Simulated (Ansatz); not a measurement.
AlV2C:

```
V Al C
1.0
     2.88760    0.00000    0.00000
    -1.44380    2.50073    0.00000
     0.00000    0.00000   13.10482
V Al C
4 2 2
Direct
  0.33333 0.66667 0.91362
  0.66667 0.33333 0.08638
  0.66667 0.33333 0.41362
  0.33333 0.66667 0.58638
  0.66667 0.33333 0.75000
  0.33333 0.66667 0.25000
  0.00000 0.00000 0.50000
  0.00000 0.00000 0.00000
```

The cell comes from a database or a generator and needn't be the stable form of this composition.

```yaml
Program: Ansatz 0.2.0
Task: relaxation of cell and atoms
Functional: RPBE
Potentials_or_basis: Ansatz PAW
Cutoff: "420 eV (not typed: the program's choice for these potentials)"
k_mesh: 11 × 11 × 2
Occupations: fermi-dirac, width 0.05 eV
Spin: collinear spin, ferromagnetic start
Starting_moments: "[2.0, 2.0, 2.0, 2.0, 0.0, 0.0, 0.0, 0.0] μB"
```

At the start: volume 11.83 Å³/atom.

Task: How do energy, volume and symmetry change on relaxing?

Result: It ends after 7 steps and the volume is 12.23 Å³/atom (+3.4 %); space group P6_3/mmc (No. 194, to 0.05 Å); moment 0.00 μB per cell.

Step by step:
```csv
step,energy change (eV),largest force (eV/Å),volume (Å³)
1,0.0000,0.0917,94.63
2,-0.0499,0.1648,98.06
3,-0.0530,0.0425,97.77
4,-0.0531,0.0016,97.78
5,-0.0576,0.0011,97.78
6,-0.0576,0.0001,97.82
7,-0.0576,0.0001,97.82
```

Final structure:
```
V Al C
1.0
     2.92218    0.00000    0.00000
    -1.46109    2.53068    0.00000
     0.00000    0.00000   13.22712
V Al C
4 2 2
Direct
  0.33333 0.66667 0.91493
  0.66667 0.33333 0.08507
  0.66667 0.33333 0.41493
  0.33333 0.66667 0.58507
  0.66667 0.33333 0.75000
  0.33333 0.66667 0.25000
  0.00000 0.00000 0.50000
  0.00000 0.00000 0.00000
```

Caveat: the plane-wave basis is chosen anew once the cell has moved, so the energies of steps on either side of that aren't comparable; the PAW data sets come from PBE, with cores solved anew for the run's functional, which leaves a small shift of forces and pressure; the starting moments weren't kept.
